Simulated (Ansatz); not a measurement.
# C4H13NSi: shift of H10 from C2 to N3

Aim: the minimum-energy path and barrier of the shift of H10 from C2 to N3. The ends are relaxed first, then joined by a nudged elastic band. SMILES of the start: CC(N)CC[SiH3].

All numbers below are computed with Ansatz 0.2.0 (RKS PBE-D4/6-31G).

## Step 1: Starting point

Bond lengths (14 of 18 bonds, heavy atoms first): C1–C2 1.535 Å, C2–N3 1.447 Å, C2–C4 1.481 Å, C4–C5 1.564 Å, C5–Si6 1.892 Å, C1–H7 1.081 Å, C1–H8 1.158 Å, C1–H9 1.086 Å, C2–H10 1.116 Å, N3–H11 1.059 Å, N3–H12 0.997 Å, C4–H13 1.166 Å, C4–H14 1.053 Å, C5–H15 1.087 Å. Angles (14 of 33 angles, heavy atoms first): C1–C2–N3 106.8°, C1–C2–C4 112.9°, N3–C2–C4 107.4°, C2–C4–C5 118.0°, C4–C5–Si6 117.7°, C1–C2–H10 109.4°, N3–C2–H10 107.5°, C4–C2–H10 112.5°, C2–C1–H7 113.3°, C2–C1–H8 109.5°, C2–C1–H9 112.4°, C2–N3–H11 109.0°, C2–N3–H12 112.3°, C2–C4–H13 111.8°.

The coordinates stand in the first input below.

## Step 2: Relaxing end A

The input, input.yaml:

```yaml
crystal:
  periodic: [false, false, false]
  atoms:
    - { symbol: C, position_ang: [1.9473, 0.3001, -0.2258] }
    - { symbol: C, position_ang: [0.8255, -0.554, 0.382] }
    - { symbol: "N", position_ang: [1.3974, -1.8506, 0.6744] }
    - { symbol: C, position_ang: [-0.305, -0.7678, -0.551] }
    - { symbol: C, position_ang: [-1.1577, 0.475, -0.9682] }
    - { symbol: Si, position_ang: [-2.1262, 1.3728, 0.3861] }
    - { symbol: H, position_ang: [2.2581, -0.0368, -1.2046] }
    - { symbol: H, position_ang: [1.5652, 1.3806, -0.3909] }
    - { symbol: H, position_ang: [2.7811, 0.4349, 0.4563] }
    - { symbol: H, position_ang: [0.5008, -0.1049, 1.3509] }
    - { symbol: H, position_ang: [2.1958, -1.7289, 1.3593] }
    - { symbol: H, position_ang: [0.7693, -2.4357, 1.1811] }
    - { symbol: H, position_ang: [-1.12, -1.4633, -0.0911] }
    - { symbol: H, position_ang: [-0.055, -1.2506, -1.4528] }
    - { symbol: H, position_ang: [-1.8849, 0.1713, -1.7164] }
    - { symbol: H, position_ang: [-0.4827, 1.2329, -1.4185] }
    - { symbol: H, position_ang: [-1.1847, 1.8921, 1.4278] }
    - { symbol: H, position_ang: [-2.8853, 2.5207, -0.1721] }
    - { symbol: H, position_ang: [-3.0809, 0.4077, 1.03] }
basis:
  gaussian: { orbitals: "6-31G" }
hamiltonian:
  xc: pbe
  dispersion: d4
relax:
  f_tol: 0.02
  max_steps: 50
```

The run is started by

```bash
ansatz run input.yaml --threads 2 --pin off --max-ram 3072MiB --backend cpu --events-out ev --progress --plain --runs-dir out
```

The log of the run (excerpt; [...] marks lines left out):

```text
Warning: RAYON_NUM_THREADS=2 ignored (pool sized by the plan → 2); use --threads N
[...]
Functional definition: PBE
[...]
1286 factors; integrals over basis functions are off by at most 1.6e-4 eV
[...]
mean field -13712.00231774 eV, -503.9067908479 hartree, gradient 2.0e-5 eV, S^2 0.000000; 0 other end points of the search recorded, 0 dependent functions left out
[...]
reference -13712.00235232 eV, -503.9067921186 hartree; 29, 29 occupied and 55, 55 virtual orbitals, 1286 factors
relax step   1: F+E_penalty+E_count = -13712.42211068 eV  Δ(F+E_penalty+E_count) = +0.000e0 eV  max|allowed force component| = 4.182e0 eV/Å  Δτ_max = 0.0000 Å  (26 SCF iters, accepted)
[...]
Atom 11 at     0.731811    -2.588711     1.018604 Å, force    -0.000595    -0.001498     0.000907 eV/Å
Atom 12 at    -1.077597    -1.546017    -0.199165 Å, force    -0.000321    -0.000831    -0.000050 eV/Å
Atom 13 at     0.095237    -1.287054    -1.509446 Å, force     0.000568    -0.000222    -0.000419 eV/Å
Atom 14 at    -1.951709     0.173540    -1.747572 Å, force    -0.000715    -0.000040    -0.001211 eV/Å
Atom 15 at    -0.488906     1.155326    -1.593751 Å, force     0.000700     0.000078    -0.001414 eV/Å
Atom 16 at    -0.986791     2.251902     1.203861 Å, force     0.000033     0.000705     0.000604 eV/Å
Atom 17 at    -3.032248     2.374575    -0.131516 Å, force    -0.000461     0.000197     0.000345 eV/Å
Atom 18 at    -2.658475     0.462247     1.364455 Å, force    -0.000568     0.000318     0.000790 eV/Å
Dipole moment:     0.048381    -0.076350     0.107197 e Å
```

Wall time 37 s (2 threads of Intel Xeon at 2.80GHz (Skylake/Cascade Lake), shared host); peak memory 0.18 GiB.

Step by step:

| step | energy from step 1 (eV) | largest force component (eV/Å) |
| --- | --- | --- |
| 1 | 0.0000 | 4.1819 |
| 2 | -0.4684 | 1.5669 |
| 3 | -0.5380 | 0.2809 |
| 4 | -0.5456 | 0.1332 |
| 5 | -0.5521 | 0.0838 |
| 6 | -0.5549 | 0.1126 |
| 7 | -0.5573 | 0.0879 |
| 8 | -0.5593 | 0.0138 |
| 9 | -0.5598 | 0.0302 |
| 10 | -0.5599 | 0.0203 |
| 11 | -0.5600 | 0.0043 |

Step 1 is the start.

After: Bond lengths (14 of 18 bonds, heavy atoms first): C1–C2 1.536 Å, C2–N3 1.470 Å, C2–C4 1.544 Å, C4–C5 1.543 Å, C5–Si6 1.935 Å, C1–H7 1.104 Å, C1–H8 1.103 Å, C1–H9 1.105 Å, C2–H10 1.122 Å, N3–H11 1.022 Å, N3–H12 1.023 Å, C4–H13 1.109 Å, C4–H14 1.107 Å, C5–H15 1.106 Å. Angles (14 of 33 angles, heavy atoms first): C1–C2–N3 108.7°, C1–C2–C4 112.4°, N3–C2–C4 108.0°, C2–C4–C5 115.1°, C4–C5–Si6 115.0°, C1–C2–H10 107.7°, N3–C2–H10 112.7°, C4–C2–H10 107.5°, C2–C1–H7 109.8°, C2–C1–H8 111.3°, C2–C1–H9 110.8°, C2–N3–H11 114.2°, C2–N3–H12 114.2°, C2–C4–H13 108.2°.

## Step 3: Relaxing end B

The second end starts from a geometry with the move made by hand.

input.yaml, as its differences from that of step 2:

```diff
@@ -12,3 +12,3 @@
     - { symbol: H, position_ang: [2.7811, 0.4349, 0.4563] }
-    - { symbol: H, position_ang: [0.5008, -0.1049, 1.3509] }
+    - { symbol: H, position_ang: [1.44897, -1.81162, -0.36359] }
     - { symbol: H, position_ang: [2.1958, -1.7289, 1.3593] }
```

The run is started by

```bash
ansatz run input.yaml --threads 2 --pin off --max-ram 3072MiB --backend cpu --events-out ev --progress --plain --runs-dir out
```

The log of the run (excerpt; [...] marks lines left out):

```text
Warning: RAYON_NUM_THREADS=2 ignored (pool sized by the plan → 2); use --threads N
[...]
[... 1 set-up line as earlier in the session ...]
[...]
1284 factors; integrals over basis functions are off by at most 1.6e-4 eV
[...]
mean field -13707.62649319 eV, -503.7459822619 hartree, gradient 3.7e-5 eV, S^2 0.000000; 1 other end points of the search recorded, 0 dependent functions left out
[...]
reference -13707.62653168 eV, -503.7459836761 hartree; 29, 29 occupied and 55, 55 virtual orbitals, 1284 factors
[...]
Atom 14 at    -2.080589     0.249577    -1.782842 Å, force    -0.000151    -0.000186    -0.000316 eV/Å
Atom 15 at    -0.615932     1.248620    -1.700795 Å, force     0.000214     0.001337     0.001858 eV/Å
Atom 16 at    -0.820125     2.204642     1.208882 Å, force     0.003249    -0.001387     0.002237 eV/Å
Atom 17 at    -3.012478     2.159603     0.190189 Å, force    -0.001337    -0.003083    -0.002681 eV/Å
Atom 18 at    -2.315272     0.227767     1.489240 Å, force     0.000913    -0.000583     0.001092 eV/Å
Dipole moment:     0.684912    -1.005630     0.173010 e Å
```

It took 45 s on 2 threads of Intel Xeon at 2.80GHz (Skylake/Cascade Lake), shared host; peak memory 0.18 GiB.

The steps of the relaxation:

| step | energy from step 1 (eV) | largest force component (eV/Å) |
| --- | --- | --- |
| 1 | 0.0000 | 5.9248 |
| 2 | -1.5866 | 2.3322 |
| 3 | -2.1478 | 0.6267 |
| 4 | -2.2725 | 0.3171 |
| 5 | -2.3336 | 0.1914 |
| 6 | -2.3537 | 0.2844 |
| 7 | -2.3666 | 0.1389 |
| 8x | -2.3586 | 0.1908 |
| 9 | -2.3773 | 0.0601 |
| 10 | -2.3791 | 0.0722 |
| 11 | -2.3811 | 0.0471 |
| 12 | -2.3816 | 0.0611 |
| 13 | -2.3817 | 0.0057 |

Step 1 is the start. 1 step was tried and not accepted (marked x).

After: Bond lengths (14 of 18 bonds, heavy atoms first): C1–C2 1.514 Å, C2–N3 1.527 Å, C2–C4 1.519 Å, C4–C5 1.542 Å, C5–Si6 1.939 Å, C1–H7 1.132 Å, C1–H8 1.103 Å, C1–H9 1.108 Å, N3–H10 1.086 Å, N3–H11 1.030 Å, N3–H12 1.030 Å, C4–H13 1.113 Å, C4–H14 1.131 Å, C5–H15 1.105 Å. Angles (14 of 33 angles, heavy atoms first): C1–C2–N3 105.4°, C1–C2–C4 113.2°, N3–C2–C4 106.5°, C2–C4–C5 109.6°, C4–C5–Si6 108.3°, C2–C1–H7 113.5°, C2–C1–H8 110.0°, C2–C1–H9 112.7°, C2–N3–H10 116.5°, C2–N3–H11 108.9°, C2–N3–H12 108.8°, C2–C4–H13 109.4°, C2–C4–H14 113.8°, C5–C4–H13 107.4°.

## Step 4: The band

crystal.atoms is end A as relaxed above, and neb.final_atoms is end B, turned to lie on A. With 5 inner images the band has 7 in all. The start path is listed, through a guess of the saddle.

The input, input.yaml:

```yaml
crystal:
  periodic: [false, false, false]
  atoms:
    - { symbol: C, position_ang: [1.835937, 0.389731, -0.110983] }
    - { symbol: C, position_ang: [0.75764, -0.572048, 0.408871] }
    - { symbol: "N", position_ang: [1.38569, -1.868331, 0.703499] }
    - { symbol: C, position_ang: [-0.36578, -0.808569, -0.623742] }
    - { symbol: C, position_ang: [-1.145603, 0.455055, -1.044852] }
    - { symbol: Si, position_ang: [-1.977965, 1.425096, 0.408211] }
    - { symbol: H, position_ang: [2.271065, -0.006061, -1.044797] }
    - { symbol: H, position_ang: [1.420981, 1.39383, -0.299672] }
    - { symbol: H, position_ang: [2.650519, 0.501756, 0.62766] }
    - { symbol: H, position_ang: [0.290142, -0.102184, 1.313899] }
    - { symbol: H, position_ang: [2.204153, -1.808584, 1.312937] }
    - { symbol: H, position_ang: [0.731811, -2.588711, 1.018604] }
    - { symbol: H, position_ang: [-1.077597, -1.546017, -0.199165] }
    - { symbol: H, position_ang: [0.095237, -1.287054, -1.509446] }
    - { symbol: H, position_ang: [-1.951709, 0.17354, -1.747572] }
    - { symbol: H, position_ang: [-0.488906, 1.155326, -1.593751] }
    - { symbol: H, position_ang: [-0.986791, 2.251902, 1.203861] }
    - { symbol: H, position_ang: [-3.032248, 2.374575, -0.131516] }
    - { symbol: H, position_ang: [-2.658475, 0.462247, 1.364455] }
basis:
  gaussian: { orbitals: "6-31G" }
hamiltonian:
  xc: pbe
  dispersion: d4
neb:
  order_check: false
  images: 5
  f_tol: 0.05
  max_iterations: 60
  final_atoms:
    - { symbol: C, position_ang: [1.75148636, 0.48933234, -0.06255987] }
    - { symbol: C, position_ang: [0.55653773, -0.30572754, 0.41944144] }
    - { symbol: "N", position_ang: [1.1342142, -1.60020811, 0.98797119] }
    - { symbol: C, position_ang: [-0.38619317, -0.70953711, -0.70108893] }
    - { symbol: C, position_ang: [-1.23201768, 0.50716056, -1.12905177] }
    - { symbol: Si, position_ang: [-1.86759464, 1.3981617, 0.471213] }
    - { symbol: H, position_ang: [2.36885856, -0.0524341, -0.84156133] }
    - { symbol: H, position_ang: [1.4151383, 1.43415051, -0.52160281] }
    - { symbol: H, position_ang: [2.43843126, 0.77178602, 0.76009798] }
    - { symbol: H, position_ang: [1.74511285, -2.1951446, 0.31521683] }
    - { symbol: H, position_ang: [1.7268528, -1.37347003, 1.79921567] }
    - { symbol: H, position_ang: [0.35805238, -2.1985131, 1.30629037] }
    - { symbol: H, position_ang: [-1.08826781, -1.48912315, -0.32986199] }
    - { symbol: H, position_ang: [0.13687406, -1.16097197, -1.59651381] }
    - { symbol: H, position_ang: [-2.08617858, 0.21636593, -1.76623267] }
    - { symbol: H, position_ang: [-0.62610853, 1.22408528, -1.71392674] }
    - { symbol: H, position_ang: [-0.90802063, 2.37344789, 1.1182781] }
    - { symbol: H, position_ang: [-3.07295233, 2.25167362, 0.04850365] }
    - { symbol: H, position_ang: [-2.40612413, 0.41446485, 1.49267268] }
  initial_path:
    images:
      - { positions_ang: [[1.835937, 0.389731, -0.110983], [0.75764, -0.572048, 0.408871], [1.38569, -1.868331, 0.703499], [-0.36578, -0.808569, -0.623742], [-1.145603, 0.455055, -1.044852], [-1.977965, 1.425096, 0.408211], [2.271065, -0.006061, -1.044797], [1.420981, 1.39383, -0.299672], [2.650519, 0.501756, 0.62766], [0.290142, -0.102184, 1.313899], [2.204153, -1.808584, 1.312937], [0.731811, -2.588711, 1.018604], [-1.077597, -1.546017, -0.199165], [0.095237, -1.287054, -1.509446], [-1.951709, 0.17354, -1.747572], [-0.488906, 1.155326, -1.593751], [-0.986791, 2.251902, 1.203861], [-3.032248, 2.374575, -0.131516], [-2.658475, 0.462247, 1.364455]] }
      - { positions_ang: [[1.87577335, 0.38131132, -0.15842025], [0.78581754, -0.53793442, 0.40471577], [1.39717712, -1.83022852, 0.71179462], [-0.3430961, -0.77858673, -0.58790353], [-1.1496349, 0.47235776, -1.01923356], [-2.0232274, 1.43350927, 0.39346904], [2.26622804, -0.00614448, -1.1041418], [1.47035854, 1.40845417, -0.35059743], [2.69906869, 0.50949451, 0.55663922], [0.29684282, -0.50030081, 1.30166806], [2.21128054, -1.74125091, 1.34193167], [0.75415684, -2.49980886, 1.09980869], [-1.08711967, -1.49699555, -0.140524], [0.04473869, -1.26890315, -1.473962], [-1.93185373, 0.1742042, -1.73075031], [-0.48903569, 1.1867923, -1.54653167], [-1.04532205, 2.17061699, 1.26139158], [-2.98197024, 2.44180451, -0.16312168], [-2.79208138, 0.47710738, 1.26026859]] }
      - { positions_ang: [[1.9156097, 0.37289165, -0.20585751], [0.81399507, -0.50382083, 0.40056053], [1.40866425, -1.79212604, 0.72009024], [-0.3204122, -0.74860445, -0.55206506], [-1.15366679, 0.48966051, -0.99361512], [-2.06848981, 1.44192254, 0.37872707], [2.26139107, -0.00622796, -1.16348659], [1.51973608, 1.42307834, -0.40152286], [2.74761837, 0.51723302, 0.48561844], [0.30354364, -0.89841762, 1.28943713], [2.21840808, -1.67391781, 1.37092635], [0.77650268, -2.41090672, 1.18101338], [-1.09664234, -1.4479741, -0.08188301], [-0.00575962, -1.2507523, -1.43847801], [-1.91199846, 0.1748684, -1.71392862], [-0.48916538, 1.21825861, -1.49931233], [-1.10385311, 2.08933199, 1.31892216], [-2.93169247, 2.50903402, -0.19472736], [-2.92568775, 0.49196776, 1.15608218]] }
      - { positions_ang: [[1.95544605, 0.36447197, -0.25329476], [0.84217261, -0.46970725, 0.3964053], [1.42015137, -1.75402356, 0.72838586], [-0.2977283, -0.71862218, -0.51622659], [-1.15769869, 0.50696327, -0.96799669], [-2.11375221, 1.45033581, 0.36398511], [2.25655411, -0.00631144, -1.22283139], [1.56911362, 1.43770251, -0.45244829], [2.79616806, 0.52497152, 0.41459766], [0.31024446, -1.29653443, 1.27720619], [2.22553561, -1.60658472, 1.39992102], [0.79884852, -2.32200458, 1.26221808], [-1.10616501, -1.39895265, -0.02324201], [-0.05625793, -1.23260145, -1.40299401], [-1.89214319, 0.1755326, -1.69710694], [-0.48929507, 1.24972491, -1.452093], [-1.16238416, 2.00804698, 1.37645275], [-2.88141471, 2.57626353, -0.22633304], [-3.05929413, 0.50682815, 1.05189577]] }
      - { positions_ang: [[1.88745949, 0.40609209, -0.18971646], [0.74696098, -0.41504735, 0.40408401], [1.32483898, -1.70275174, 0.8149143], [-0.32721659, -0.71559382, -0.57784737], [-1.18247169, 0.50702903, -1.02168172], [-2.03169969, 1.43294444, 0.39972774], [2.29398893, -0.02168566, -1.09574137], [1.51778851, 1.43651851, -0.4754998], [2.67692246, 0.60724302, 0.52976443], [0.78853392, -1.59607115, 0.95654307], [2.05930801, -1.52887982, 1.53301924], [0.65191647, -2.28084075, 1.27690884], [-1.10019928, -1.42900948, -0.12544867], [0.0081194, -1.20872495, -1.46750061], [-1.95682165, 0.18914371, -1.72014885], [-0.53489956, 1.24117837, -1.53937091], [-1.07759632, 2.12984728, 1.29039453], [-2.94526058, 2.46806689, -0.13472081], [-2.8415708, 0.47604038, 1.1988214]] }
      - { positions_ang: [[1.81947292, 0.44771222, -0.12613816], [0.65174936, -0.36038744, 0.41176273], [1.22952659, -1.65147993, 0.90144274], [-0.35670488, -0.71256547, -0.63946815], [-1.20724468, 0.5070948, -1.07536674], [-1.94964716, 1.41555307, 0.43547037], [2.33142374, -0.03705988, -0.96865135], [1.4664634, 1.43533451, -0.4985513], [2.55767686, 0.68951452, 0.64493121], [1.26682339, -1.89560787, 0.63587995], [1.8930804, -1.45117492, 1.66611745], [0.50498442, -2.23967692, 1.29159961], [-1.09423354, -1.45906632, -0.22765533], [0.07249673, -1.18484846, -1.53200721], [-2.02150011, 0.20275482, -1.74319076], [-0.58050404, 1.23263183, -1.62664883], [-0.99280847, 2.25164758, 1.20433632], [-3.00910645, 2.35987025, -0.04310858], [-2.62384747, 0.44525262, 1.34574704]] }
      - { positions_ang: [[1.75148636, 0.48933234, -0.06255987], [0.55653773, -0.30572754, 0.41944144], [1.1342142, -1.60020811, 0.98797119], [-0.38619317, -0.70953711, -0.70108893], [-1.23201768, 0.50716056, -1.12905177], [-1.86759464, 1.3981617, 0.471213], [2.36885856, -0.0524341, -0.84156133], [1.4151383, 1.43415051, -0.52160281], [2.43843126, 0.77178602, 0.76009798], [1.74511285, -2.1951446, 0.31521683], [1.7268528, -1.37347003, 1.79921567], [0.35805238, -2.1985131, 1.30629037], [-1.08826781, -1.48912315, -0.32986199], [0.13687406, -1.16097197, -1.59651381], [-2.08617858, 0.21636593, -1.76623267], [-0.62610853, 1.22408528, -1.71392674], [-0.90802063, 2.37344789, 1.1182781], [-3.07295233, 2.25167362, 0.04850365], [-2.40612413, 0.41446485, 1.49267268]] }
```

The run is started by

```bash
ansatz run input.yaml --threads 2 --pin off --max-ram 3072MiB --backend cpu --events-out ev --progress --plain --runs-dir out
```

The log of the run:

```text
Warning: RAYON_NUM_THREADS=2 ignored (pool sized by the plan → 2); use --threads N
Engine: ansatz 0.2.0, x86_64-unknown-linux-gnu
[... 1 set-up line as earlier in the session ...]
  parameter kappa = 0.804
  parameter beta = 0.06672455060314922
  exchange = pbe_x(kappa = kappa, mu = beta*pi^2/3)
  correlation = pbe_c(beta = beta)
1285 factors; integrals over basis functions are off by at most 1.5e-4 eV
mean field evaluation 1: about -13698.6074 eV, gradient 7.6e1 eV
mean field evaluation 2: about -13665.3986 eV, gradient 1.3e2 eV
mean field evaluation 4: about -13712.2996 eV, gradient 1.1e1 eV
mean field evaluation 8: about -13712.5568 eV, gradient 1.7e-1 eV
mean field evaluation 16: about -13712.5569 eV, gradient 3.6e-5 eV
mean field -13712.55693377 eV, -503.9271726111 hartree, gradient 3.6e-5 eV, S^2 0.000000; 0 other end points of the search recorded, 0 dependent functions left out
[... 4 lines left out ...]
mean field -13709.99279550 eV, -503.8329422679 hartree, gradient 4.3e-5 eV, S^2 0.000000; 0 other end points of the search recorded, 0 dependent functions left out
[... 2 lines left out ...]
NEB end point (image 0): max|allowed force component| = 4.321e-3 eV/Å (the criterion of neb.relax_end_points is 1.000e-2)
NEB end point (image 6): max|allowed force component| = 5.464e-3 eV/Å (the criterion of neb.relax_end_points is 1.000e-2)
[... 1 line left out ...]
mean field -13711.66063577 eV, -503.8942342671 hartree, gradient 3.4e-5 eV, S^2 0.000000; 0 other end points of the search recorded, 0 dependent functions left out
[... 4 lines left out ...]
mean field -13709.50476880 eV, -503.8150076173 hartree, gradient 1.8e-5 eV, S^2 0.000000; 0 other end points of the search recorded, 0 dependent functions left out
[... 3 lines left out ...]
mean field -13706.33239886 eV, -503.6984251723 hartree, gradient 2.1e-5 eV, S^2 0.000000; 0 other end points of the search recorded, 0 dependent functions left out
[... 4 lines left out ...]
mean field -13687.68668037 eV, -503.0132076562 hartree, gradient 1.7e-5 eV, S^2 0.000000; 0 other end points of the search recorded, 0 dependent functions left out
[... 3 lines left out ...]
mean field -13644.72184305 eV, -501.4342790073 hartree, gradient 4.2e-5 eV, S^2 0.000000; 0 other end points of the search recorded, 0 dependent functions left out
[... from here on, the SCF cycles and remarks between the steps are left out, and one step in 5 is shown ...]
NEB iter   1: max|band force component| = 3.020e2 eV/Å  barrier→ = 67.7852 eV  barrier← = 65.2351 eV  Δτ_max = 0.2000 Å  (185 SCF iters)
NEB iter   2: max|band force component| = 1.432e2 eV/Å  barrier→ = 35.6465 eV  barrier← = 33.0963 eV  Δτ_max = 0.2000 Å  (145 SCF iters)
NEB iter   5: max|band force component| = 2.337e1 eV/Å  barrier→ = 8.3272 eV  barrier← = 5.7771 eV  Δτ_max = 0.1966 Å  (141 SCF iters)
NEB iter  10: max|band force component| = 2.868e0 eV/Å  barrier→ = 4.5822 eV  barrier← = 2.0320 eV  Δτ_max = 0.1027 Å  (135 SCF iters)
NEB iter  15: max|band force component| = 8.350e-1 eV/Å  barrier→ = 4.0612 eV  barrier← = 1.5111 eV  Δτ_max = 0.0505 Å  (127 SCF iters)
NEB iter  20: max|band force component| = 4.580e-1 eV/Å  barrier→ = 3.9597 eV  barrier← = 1.4095 eV  CI = image 3  Δτ_max = 0.1949 Å  (140 SCF iters)
NEB iter  25: max|band force component| = 3.744e-1 eV/Å  barrier→ = 3.9613 eV  barrier← = 1.4111 eV  CI = image 3  Δτ_max = 0.1008 Å  (135 SCF iters)
NEB iter  30: max|band force component| = 7.102e-1 eV/Å  barrier→ = 3.9090 eV  barrier← = 1.3589 eV  CI = image 3  Δτ_max = 0.1009 Å  (132 SCF iters)
NEB iter  35: max|band force component| = 3.691e-1 eV/Å  barrier→ = 3.8647 eV  barrier← = 1.3145 eV  CI = image 3  Δτ_max = 0.1005 Å  (130 SCF iters)
NEB iter  40: max|band force component| = 3.170e-1 eV/Å  barrier→ = 3.8112 eV  barrier← = 1.2611 eV  CI = image 3  Δτ_max = 0.1001 Å  (128 SCF iters)
NEB iter  45: max|band force component| = 3.894e-1 eV/Å  barrier→ = 3.7328 eV  barrier← = 1.1827 eV  CI = image 3  Δτ_max = 0.1002 Å  (124 SCF iters)
[... 4 lines left out ...]
this run last wrote the band of iteration 60 to <dir>
Error: NEB band did not converge after 60 iterations: max|band force component| = 8.47e-1 eV/Å (threshold 5.0e-2); raise `neb.max_iterations` in a new run, which can start from the last band evaluated (`neb.initial_path`, with `crystal.atoms` and `neb.final_atoms` set to its first and last images), add images, or start from endpoints closer to local minima. Where this run's directory can be resumed (`checkpoint.write`), a resume goes on for up to `neb.max_iterations` more; to start a new run from the last band, take its images' positions from the `neb_iteration` event of iteration 60 (`data.images[].positions_ang`), in the event stream of the run that computed that iteration (not this run's, if it was resumed behind it). With `checkpoint.write`, `steps/00-neb/state/checkpoint.json` in the run directory holds the last saved band, under `neb.evaluated.images[].positions_ang` (a band under a hybrid functional on support functions is neither saved nor resumed: `neb.initial_path` says where its path is): check the last entry of `neb.iterations` there, which is earlier than 60 if that iteration was not saved or its write failed. If the band's step has no `state` directory and holds `state.next`, a write was cut short, and the file is under `state.next` instead (behind a loss of power it can be under `state.prev`)
this run wrote the band of iteration 60 to <dir> as well, whether or not its events were kept: a new run's `neb.initial_path` can list its `images[].positions_ang`
a run's events are kept only if it was started with --events-out <file>, and are in that file
```

Wall time 16 min (2 threads of Intel Xeon at 2.80GHz (Skylake/Cascade Lake), shared host); peak memory 0.2 GiB.

[end of part 1 of 2]
